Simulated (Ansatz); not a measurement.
# SiHBr (SMILES [SiH]Br): CCSDTQ/STO-3G

Aim: the electronic atomisation energy of SiHBr at CCSDTQ/STO-3G, from 4 runs. 

The results are computed with Ansatz 0.2.0.

57 further runs of the same task are left out: 11 that didn't finish, 46 set aside as unsound or not needed.

### Step 1. The system as given

SiHBr: 3 atoms, total charge 0, spin state singlet. SMILES: `[SiH]Br`. The coordinates come from a PBE0-D4/def2-TZVP relaxation.

Bond lengths: Si1–Br2 2.245 Å, Si1–H3 1.527 Å. Angles: Br2–Si1–H3 94.0°.

### Step 2. A single-point energy at CCSDTQ/STO-3G

Contents of molecule.yaml:

```yaml
crystal:
  periodic: [false, false, false]
  atoms:
    - {symbol: Si, position_ang: [-0.624700, 0.521900, -0.296100]}
    - {symbol: Br, position_ang: [1.340900, 0.401500, 0.781400]}
    - {symbol: H, position_ang: [-0.727100, -0.988300, -0.498600]}
basis:
  gaussian:
    orbitals: STO-3G
scf:
  omitted_lower_state_checks: [cluster_reference, increment]
correlation:
  method: ccsdtq
  frozen_orbitals: {Br: 9, H: 0, Si: 5}
accuracy: high
```

Command:

```sh
ansatz run molecule.yaml --threads 1 --pin off --max-ram 2610MiB --events-out events.jsonl --progress --plain --runs-dir runs
```

Log:

```text
Warning: RAYON_NUM_THREADS=1 ignored (pool sized by the plan → 1); use --threads N
Functional definition: HF
  name "HF"
  exchange = exact_x
  correlation = 0
these checks for a lower state are left out or cut short: cluster_reference, increment
394 factors; integrals over basis functions are off by at most 5.6e-8 eV
mean field evaluation 1: about -77029.8383 eV, gradient 1.2e1 eV
mean field evaluation 2: about -77029.8754 eV, gradient 1.2e1 eV
mean field evaluation 4: about -77030.8471 eV, gradient 4.7e-1 eV
mean field evaluation 8: about -77030.8485 eV, gradient 4.1e-6 eV
mean field -77030.84848475 eV, -2830.8314684302 hartree, gradient 7.9e-8 eV, S^2 0.000000; 0 other end points of the search recorded, 0 dependent functions left out
14 core orbitals not correlated: weight in the atoms' cores, before any rotation towards them, 1.000 or more for the frozen orbitals, at most 0.000 for the correlated occupied ones
reference -77030.84848475 eV, -2830.8314684302 hartree; 11, 11 occupied and 3, 3 virtual orbitals, 394 factors
second order -0.98321106 eV of doubles, -0.00000000 eV of singles
cycle   1  -1.24133015 eV  change   -2.6e-1 eV  update   6.9e-2
cycle   2  -1.40837922 eV  change   -1.7e-1 eV  update   3.2e-2
cycle   3  -1.47363927 eV  change   -6.5e-2 eV  update   2.0e-2
cycle   4  -1.48079418 eV  change   -7.2e-3 eV  update   5.4e-3
cycle   5  -1.47995958 eV  change    8.3e-4 eV  update   3.8e-3
cycle   6  -1.48042417 eV  change   -4.6e-4 eV  update   1.9e-3
cycle   7  -1.48030247 eV  change    1.2e-4 eV  update   6.0e-4
cycle   8  -1.48007996 eV  change    2.2e-4 eV  update   1.9e-4
cycle   9  -1.48008122 eV  change   -1.3e-6 eV  update   8.9e-5
cycle  10  -1.48012829 eV  change   -4.7e-5 eV  update   3.4e-5
cycle  11  -1.48012429 eV  change    4.0e-6 eV  update   2.1e-5
cycle  12  -1.48012865 eV  change   -4.4e-6 eV  update   9.0e-6
cycle  13  -1.48012519 eV  change    3.5e-6 eV  update   3.2e-6
cycle  14  -1.48012207 eV  change    3.1e-6 eV  update   1.6e-6
cycle  15  -1.48012202 eV  change    5.0e-8 eV  update   8.4e-7
cycle  16  -1.48012205 eV  change   -2.9e-8 eV  update   2.5e-7
cycle  17  -1.48012212 eV  change   -6.7e-8 eV  update   1.1e-7
cycle  18  -1.48012215 eV  change   -3.5e-8 eV  update   5.5e-8
cycle  19  -1.48012216 eV  change   -6.7e-9 eV  update   2.6e-8
cycle  20  -1.48012198 eV  change    1.8e-7 eV  update   6.5e-8
cycle  21  -1.48012192 eV  change    6.0e-8 eV  update   3.0e-8
cycle  22  -1.48012188 eV  change    4.0e-8 eV  update   2.4e-8
cycle  23  -1.48012188 eV  change    3.4e-9 eV  update   7.7e-9
cycle  24  -1.48012188 eV  change    2.1e-9 eV  update   3.6e-9
cycle  25  -1.48012188 eV  change   2.2e-11 eV  update   1.9e-9
Total energy: -77032.32860663 eV, -2830.8858619059 hartree
Checks for a lower state left out: cluster_reference, increment
```

Wall time 24 s (1 thread of Arm Neoverse V1, shared host); peak memory 0.83 GiB.

### Step 3. The Br atom

Contents of job.yaml:

```yaml
crystal:
  periodic: [false, false, false]
  atoms:
    - {symbol: Br, position_ang: [0.000000, 0.000000, 0.000000]}
basis:
  gaussian: {orbitals: STO-3G}
correlation: {method: ccsdtq, frozen_orbitals: {Br: 9}}
magnetization: {spin_polarized: true, initial_magnetization: 1}
accuracy: high
scf: {omitted_lower_state_checks: [cluster_reference, increment]}
```

Run the same way, it converges to -2544.63678 Eh (log not shown).

### Step 4. The H atom: the energy at UHF/STO-3G

Contents of in.yaml:

```yaml
crystal:
  periodic: [false, false, false]
  atoms:
    - {symbol: H, position_ang: [0.000000, 0.000000, 0.000000]}
basis:
  gaussian:
    orbitals: STO-3G
magnetization:
  spin_polarized: true
  initial_magnetization: 1
hamiltonian:
  xc: hf
accuracy: high
```

Run the same way, it converges to -0.46658 Eh (log not shown).

### Step 5. The Si atom

Contents of job.yaml:

```yaml
crystal:
  periodic: [false, false, false]
  atoms:
    - {symbol: Si, position_ang: [0.000000, 0.000000, 0.000000]}
basis:
  gaussian: {orbitals: STO-3G}
magnetization: {spin_polarized: true, initial_magnetization: 2}
correlation: {method: ccsdtq, frozen_orbitals: {Si: 5}}
accuracy: high
scf: {omitted_lower_state_checks: [cluster_reference, increment]}
```

Run the same way, it converges to -285.47963 Eh (log not shown).

### Step 6. Summary of results

At CCSDTQ/STO-3G, 14 core orbitals frozen:

| quantity | value |
| --- | --- |
| molecule: total energy | -2830.88586 Eh |
| molecule: correlation energy (14 core orbitals frozen) | -54.4 mEh |
| molecule: T1 diagnostic | 0.010 |
| Br atom: total energy | -2544.63678 Eh |
| Br atom: correlation energy (9 core orbitals frozen) | 0.0 mEh |
| Br atom: ⟨S²⟩ of the reference determinant | 0.750 |
| Br atom: T1 diagnostic | 0.000 |
| H atom: total energy | -0.46658 Eh |
| H atom: ⟨S²⟩ | 0.750 |
| Si atom: total energy | -285.47963 Eh |
| Si atom: correlation energy (5 core orbitals frozen) | -13.4 mEh |
| Si atom: ⟨S²⟩ of the reference determinant | 2.000 |
| Si atom: T1 diagnostic | 0.000 |
| electronic atomisation energy | 8.241 eV |

Taking the molecule apart into free atoms costs 8.24 eV (190 kcal/mol), before zero-point energy and without spin-orbit coupling. In a minimal basis such a difference can be off by several eV, whatever the method.
